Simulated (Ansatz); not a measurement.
Al3Pd:

```xyz
4
Lattice="3.9469 0.0000 0.0000 0.0000 3.9469 0.0000 0.0000 0.0000 3.9469" Properties=species:S:1:pos:R:3 pbc="T T T"
Pd    0.0000    0.0000    0.0000
Al    1.9735    1.9735    0.0000
Al    1.9735    0.0000    1.9735
Al    0.0000    1.9735    1.9735
```

The cell comes from a database or a generator and needn't be the stable form of this composition.

Base run:

```yaml
Program: Ansatz 0.2.0
Functional: PBEsol
Potentials_or_basis: all-electron LAPW, scalar-relativistic
Cutoff: 189 eV
Density_cutoff: 755 eV
Basis_error_allowed: 0.002 eV/atom
k_mesh: 7 × 7 × 7
Occupations: fermi-dirac, width 0.05 eV
Spin: no spin polarisation
```

Its results: pressure -1.9 GPa.

The run is repeated on the same cell with these changes: functional from PBEsol to PBE. What comes out?

Pressure 1.4 GPa.

PBE binds less tightly than PBEsol, so the same cell stands under more pressure.

Not every run made on this cell is shown here.
